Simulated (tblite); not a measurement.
# C6H12BNSi: the cost of one run

Programs: tblite 0.8.0 and PySCF 2.14.0, with density-fitted response routines of our own. Each step states its level of theory. These are calculated values for one molecule in the gas phase, unless marked as measured. Atoms count from 0, in the outputs and in this text.

### 1 Starting geometry

21 atoms, charge 0, multiplicity 1; geometry from: force field or distance geometry start.

Bonds of the start (Å): C0–C1 1.22, C1–Si2 1.80, Si2–C3 1.86, C3–C4 1.50, C4–C5 1.51, C5–C6 1.51, C6–B7 1.60, B7–N8 1.52, N8–Si2 1.77, C0–H9 1.06, Si2–H10 1.47, C3–H11 1.12, C3–H12 1.12, C4–H13 1.09, C4–H14 1.12, C5–H15 1.12, C5–H16 1.11, C6–H17 1.11, C6–H18 1.12, B7–H19 1.19, N8–H20 1.03.

### 2 Relaxing the molecule with GFN2-xTB

What the job is given:

```
{"job": {"kind": "relax", "xc": "GFN2-xTB", "basis": "xTB"}, "charge": 0, "multiplicity": 1}
C      4.142900     0.445800     0.609400
C      2.971800     0.428500     0.251900
Si     1.249600     0.365000    -0.270500
C      0.624800    -1.338700     0.155300
C     -0.816200    -1.505500    -0.216200
C     -1.758300    -0.716400     0.656500
C     -2.142600     0.531300    -0.103200
B     -1.087400     1.702200     0.143600
N      0.358100     1.619300     0.601900
H      5.152400     0.471000     0.933300
H      1.149900     0.577000    -1.720600
H      1.270500    -2.056300    -0.417500
H      0.781600    -1.556100     1.247300
H     -1.036200    -2.572300    -0.253100
H     -0.923300    -1.084100    -1.247600
H     -2.685000    -1.325000     0.788100
H     -1.336300    -0.482100     1.659400
H     -2.113800     0.305200    -1.184800
H     -3.162800     0.873000     0.204200
H     -1.447300     2.789700    -0.162700
H      0.798600     2.545400     0.479600
```

Command:

```sh
$ OMP_NUM_THREADS=1 python probes_run.py task.json out
```

This one command runs all jobs of the session in turn.

Q: Estimate the wall time and peak memory of this first job on 1 thread of Arm Neoverse N1, shared host.

About 1.9 s, with a peak of 0.18 GiB.
